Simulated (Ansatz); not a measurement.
# Cu3O: the cost of one run

Computed with Ansatz 0.2.0 (DFT PBE, scalar-relativistic, plane waves, PAW, unless a step's input says otherwise).

## Step 1: The system as given

Symmetry: Pm-3m, No. 221, cubic system. Conventional cell: a = 3.568 Å, b = 3.568 Å, c = 3.568 Å, α = 90.00°, β = 90.00°, γ = 90.00°. Around Cu (site symmetry 4/mmm) lie 8 Cu at 2.52 Å and 4 O at 2.52 Å. Around O (site symmetry m-3m) lie 12 Cu at 2.52 Å.

As a file:

```xyz
4
Lattice="3.5680 0.0000 0.0000 0.0000 3.5680 0.0000 0.0000 0.0000 3.5680" Properties=species:S:1:pos:R:3 pbc="T T T"
Cu    0.0000    1.7840    1.7840
Cu    1.7840    0.0000    1.7840
Cu    1.7840    1.7840    0.0000
O     0.0000    0.0000    0.0000
```

A structure generator made this guess: species swapped into a database cell of PrIn3 (Pm-3m, No. 221), with O on the Pr sites and Cu on the In sites. Lengths come from tabulated atomic sizes and are only a guess.

## Step 2: A first look at the guess

input.yaml

```yaml
crystal:
  lattice:
    - [3.56798282, 0.0, 0.0]
    - [0.0, 3.56798282, 0.0]
    - [0.0, 0.0, 3.56798282]
  atoms:
    - { symbol: Cu, position: [0.0, 0.5, 0.5], spin: 1.0 }
    - { symbol: Cu, position: [0.5, 0.0, 0.5], spin: 1.0 }
    - { symbol: Cu, position: [0.5, 0.5, 0.0], spin: 1.0 }
    - { symbol: O, position: [0.0, 0.0, 0.0] }
basis:
  ecutwfc: 420
kpoints:
  mp_grid: { grid: [6, 6, 6] }
hamiltonian:
  xc: pbe
scf:
  occupations: { method: gaussian, width: 0.1 }
  lower_state_search: "off"
output:
  forces: true
  stress: true
  eigenvalues: true
  populations: true
magnetization:
  spin_polarized: true
```

Command:

```bash
$ ansatz run input.yaml --threads 1 --pin off --max-ram 2560MiB --backend cpu --events-out ev --progress --plain --runs-dir out
```

Q: Estimate wall time and peak memory on 1 thread of Arm Neoverse V2, shared host.

About 7.3 s, with a peak of 0.33 GiB.
